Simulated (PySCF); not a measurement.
# C3H4NO2S: the cost of one run

Computed with PySCF 2.14.0, with density-fitted response routines of our own, on a single molecule, in the gas phase or a continuum. Atoms count from 0, in the outputs and in this text.

## 1. The molecule as given

11 atoms, charge -1, multiplicity 1; geometry from: GFN2-xTB. The atoms were then displaced at random by about 0.01 Å, so the start is not that level's minimum.

Bonds of the start (Å): C0–S1 1.86, S1–O2 1.47, S1–O3 1.44, S1–C4 1.71, C4–C5 1.36, C5–N6 1.18, C0–H7 1.05, C0–H8 1.06, C0–H9 1.11, C4–H10 1.06.

## 2. Optimising the geometry at PBE0-D3(BJ)/def2-SVP

What the job is given:

```
{"job": {"xc": "PBE0", "basis": "def2-SVP", "d3": "d3bj", "grid": 1, "shake": 0.01, "kind": "geom"}, "charge": -1, "multiplicity": 1}
C     -1.220770    -0.719120    -0.440050
S     -0.358080     0.830370     0.133410
O     -0.898410     1.908760    -0.708650
O     -0.651520     0.922250     1.545090
C      1.321090     0.654620    -0.157910
C      1.929740    -0.403430     0.434060
N      2.514260    -1.276360     0.964350
H     -0.793470    -1.527350     0.081040
H     -1.097530    -0.780760    -1.494040
H     -2.292640    -0.580880    -0.193230
H      1.585440     0.946060    -1.139800
```

Launch:

```bash
$ OMP_NUM_THREADS=1 python probes_run.py task.json out
```

One launch serves the whole session: the jobs run in the order shown.

Q: Estimate the wall time and peak memory of this first job on 1 thread of Intel Xeon Platinum 8375C at 2.90GHz, shared host.

About 40 s, with a peak of 0.52 GiB.
